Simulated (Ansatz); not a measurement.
**GeH3O2 (SMILES [O][GeH2][OH]): UPBE0/cc-pVDZ**

Aim: the vertical doublet–quartet gap of GeH3O2 at UPBE0/cc-pVDZ, from 2 runs. 

The calculation is run with Ansatz 0.2.0.

55 further runs of the same task are left out: 55 set aside as unsound or not needed. Runs told in other sessions of the task aren't counted.

## (1) Starting point

GeH3O2 has 6 atoms, charge 0, and is taken as a doublet. SMILES: `[O][GeH2][OH]`. The shape is that of a PBE0-D4/def2-TZVP optimisation. This is one conformer, not always the lowest.

Bond lengths: O1–Ge2 1.790 Å, Ge2–O3 1.768 Å, Ge2–H4 1.539 Å, Ge2–H5 1.528 Å, O3–H6 0.960 Å. Angles: O1–Ge2–O3 111.6°, O1–Ge2–H4 102.2°, O1–Ge2–H5 109.7°, O3–Ge2–H4 112.1°, O3–Ge2–H5 104.9°, Ge2–O3–H6 113.3°, H4–Ge2–H5 116.5°.

## (2) The energy at UPBE0/cc-pVDZ

molecule.yaml reads:

```yaml
crystal:
  periodic: [false, false, false]
  atoms:
    - {symbol: O, position_ang: [-1.694000, -0.455900, 0.556900]}
    - {symbol: Ge, position_ang: [-0.249900, 0.168600, -0.295800]}
    - {symbol: O, position_ang: [1.186300, 0.124100, 0.735000]}
    - {symbol: H, position_ang: [-0.134800, -0.795800, -1.489800]}
    - {symbol: H, position_ang: [-0.447300, 1.647000, -0.628900]}
    - {symbol: H, position_ang: [1.381600, -0.751900, 1.076400]}
basis:
  gaussian: {orbitals: cc-pVDZ}
magnetization: {spin_polarized: true, initial_magnetization: 1}
hamiltonian: {xc: pbe0}
accuracy: high
output: {orbitals: {seedname: orbitals}}
```

Run with:

```console
$ ansatz run molecule.yaml --threads 1 --pin off --max-ram 2610MiB --events-out events.jsonl --progress --plain --runs-dir runs
```

The program printed:

```text
Warning: RAYON_NUM_THREADS=1 ignored (pool sized by the plan → 1); use --threads N
Functional definition: PBE0
  name "PBE0"
  parameter a = 0.25
  parameter kappa = 0.804
  parameter beta = 0.06672455060314922
  exchange = (1 - a)*pbe_x(kappa = kappa, mu = beta*pi^2/3) + a*exact_x
  correlation = pbe_c(beta = beta)
1529 factors; integrals over basis functions are off by at most 4.5e-9 eV
mean field evaluation 1: about -60638.7566 eV, gradient 4.5e1 eV
mean field evaluation 2: about -60607.4040 eV, gradient 9.5e1 eV
mean field evaluation 4: about -60646.7964 eV, gradient 1.2e1 eV
mean field evaluation 8: about -60647.4745 eV, gradient 4.9e-1 eV
mean field evaluation 16: about -60647.4784 eV, gradient 3.5e-2 eV
mean field evaluation 32: about -60647.4794 eV, gradient 1.3e-4 eV
mean field -60647.47938106 eV, -2228.7537589158 hartree, gradient 9.3e-8 eV, S^2 0.753527; 2 other end points of the search recorded, 0 dependent functions left out
reference -60647.47938329 eV, -2228.7537589980 hartree; 26, 25 occupied and 44, 45 virtual orbitals, 1529 factors
Total energy: -60647.47938329 eV, -2228.7537589980 hartree
```

It took 7.2 s on 1 thread of AMD EPYC 9R45 (Zen 5), shared host; peak memory 0.33 GiB.

## (3) The quartet

Edit molecule.yaml of step 2 so:

```diff
@@ -11,5 +11,5 @@
   gaussian: {orbitals: cc-pVDZ}
-magnetization: {spin_polarized: true, initial_magnetization: 1}
+magnetization: {spin_polarized: true, initial_magnetization: 3}
+accuracy: high
 hamiltonian: {xc: pbe0}
-accuracy: high
 output: {orbitals: {seedname: orbitals}}
```

Run with:

```console
$ ansatz run molecule.yaml --threads 1 --pin off --max-ram 2610MiB --events-out events.jsonl --progress --plain --runs-dir runs
```

The program printed, cut to the lines that bear on the results:

```text
Warning: RAYON_NUM_THREADS=1 ignored (pool sized by the plan → 1); use --threads N
[... 7 set-up lines as earlier in the session ...]
1529 factors; integrals over basis functions are off by at most 4.5e-9 eV
mean field evaluation 1: about -60635.0228 eV, gradient 3.6e1 eV
mean field evaluation 2: about -60553.2588 eV, gradient 1.2e2 eV
mean field evaluation 4: about -60636.8083 eV, gradient 2.7e1 eV
mean field evaluation 8: about -60640.3327 eV, gradient 6.3e-1 eV
mean field evaluation 16: about -60640.4767 eV, gradient 2.2e-1 eV
mean field evaluation 32: about -60640.4065 eV, gradient 4.1e-1 eV
mean field -60640.48806627 eV, -2228.4968328364 hartree, gradient 3.9e-8 eV, S^2 3.762704; 6 other end points of the search recorded, 0 dependent functions left out
reference -60640.48806874 eV, -2228.4968329271 hartree; 27, 24 occupied and 43, 46 virtual orbitals, 1529 factors
Total energy: -60640.48806874 eV, -2228.4968329271 hartree
```

Wall time 7.8 s (1 thread of AMD EPYC 9R45 (Zen 5), shared host); peak memory 0.35 GiB.

## (4) What came out

At UPBE0/cc-pVDZ:

| quantity | value |
| --- | --- |
| doublet: total energy | -2228.75376 Eh |
| doublet: HOMO energy (highest over α and β) | -8.42 eV |
| doublet: LUMO energy (lowest over α and β) | -3.94 eV |
| doublet: ⟨S²⟩ | 0.754 |
| quartet: total energy | -2228.49683 Eh |
| quartet: HOMO energy (highest over α and β) | -1.91 eV |
| quartet: ⟨S²⟩ | 3.763 |
| vertical energy of the quartet above the doublet | 6.991 eV |

What this shows: At this shape the quartet lies 6.99 eV (675 kJ/mol) above the doublet.
